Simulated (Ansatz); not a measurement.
This script makes a convergence test of the plane-wave cutoff of Al2Au, space group Fm-3m with Ansatz 0.2.0 through its Python package.

`ecut_al2au.py`:
```python
"""Cutoff test for Al2Au."""

import csv

import ansatz as az

lattice = az.Lattice.of(
    (0.0, 3.0, 3.0),
    (3.0, 0.0, 3.0),
    (3.0, 3.0, 0.0),
)
sites = [
    ("Al", (0.25, 0.25, 0.25)),
    ("Al", (0.75, 0.75, 0.75)),
    ("Au", (0.0, 0.0, 0.0)),
]
structure = az.Crystal(lattice=lattice)
for symbol, position in sites:
    structure = structure.atom(symbol, position)

base = (
    structure.calculation()
    .occupations("Fermi-Dirac", width=0.1)
    .kpoints(7)
    .functional("pbe")
)

rows = []
for value in [300, 400, 500, 600, 700]:
    report = base.basis(value).run(threads=1).report
    rows.append((value, report["free_energy_ev"] / len(report["lattice"]["sites"]), report["n_iterations"], report["n_pw"]))

with open("ecut.csv", "w", newline="") as handle:
    writer = csv.writer(handle)
    writer.writerow(["cutoff (eV)", "F/atom (eV)", "iterations", "plane waves"])
    writer.writerows([round(v, 5) if isinstance(v, float) else v for v in row] for row in rows)

# differences from the last row
for row in rows[:-1]:
    shift = 1000 * (row[1] - rows[-1][1])
    print(f"{row[0]}: {shift:+.2f} meV/atom" + ("  (within 5 meV)" if abs(shift) < 5 else ""))
```

From which cutoff on is the energy per atom within 5 meV of the last row, and how does it get there?

From 400 eV on it stays within 5 meV an atom of the value at 700 eV; the first row (300 eV) is off by 67.6 meV and the last but one by 0.05 meV. The energy falls steadily, as expected when plane waves are added.

What the script printed:

Output of `python ecut_al2au.py`:
```text
DeckWarning: basis.ecutwfc = 300 eV is below the records' recommended 420 eV, and the density's cutoff is lower with it unless basis.ecutrho_ratio is high enough to keep the records' density cutoff: compare with a run at a higher cutoff
DeckWarning: basis.ecutwfc = 400 eV is below the records' recommended 420 eV, and the density's cutoff is lower with it unless basis.ecutrho_ratio is high enough to keep the records' density cutoff: compare with a run at a higher cutoff
300: +67.58 meV/atom
400: +1.53 meV/atom  (within 5 meV)
500: +0.20 meV/atom  (within 5 meV)
600: +0.05 meV/atom  (within 5 meV)
```
(Warnings from the package without file and line.)

It writes `ecut.csv`:
```csv
cutoff (eV),F/atom (eV),iterations,plane waves
300,-4741.81021,6,609
400,-4741.87626,6,941
500,-4741.87759,6,1363
600,-4741.87774,6,1807
700,-4741.87779,6,2229
```

Caveats:
- For a metal this k-point mesh is coarse: on a finer one energies can move by several to tens of meV an atom and pressures by half a GPa or more, differences at one mesh by less.
- Spin-orbit coupling, which matters for elements this heavy, is left out.
- The starting cell is as deposited in a crystallographic database; the results hold for this polymorph, which needn't be the stable one.
- Shifts are counted from the last row, which is itself no proven limit.
- Wall time of the script: 5.6 s on 1 thread of Arm Neoverse V1 (shared host), peak memory 0.4 GiB.

(Lines on the test bed's own set-up are left out of the output.)
